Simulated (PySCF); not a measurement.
# FGa (Gallium monofluoride): the cost of one run

Computed with PySCF 2.14.0, with density-fitted response routines of our own, on a single molecule in the gas phase. Atoms count from 0, in the outputs and in this text.

## 1. The molecule as given

2 atoms, charge 0, multiplicity 1; geometry from: GFN2-xTB. The atoms were then displaced at random by about 0.01 Å, so the start is not that level's minimum.

Bonds of the start (Å): F0–Ga1 1.82.

## 2. Optimising the geometry at PBE0-D3(BJ)/def2-TZVP

The job: settings as JSON, then the geometry in Å.

```
{"job": {"xc": "PBE0", "basis": "def2-TZVP", "d3": "d3bj", "grid": 2, "shake": 0.01, "kind": "geom"}, "charge": 0, "multiplicity": 1}
F      0.920950    -0.029010     0.002010
Ga    -0.903460     0.000200    -0.014140
```

Started as:

```
OMP_NUM_THREADS=1 python probes_run.py task.json out
```

This one command runs all jobs of the session in turn.

Q: Estimate the wall time and peak memory of this first job on 1 thread of Arm Neoverse N1, shared host.

About 10 s, with a peak of 0.32 GiB.
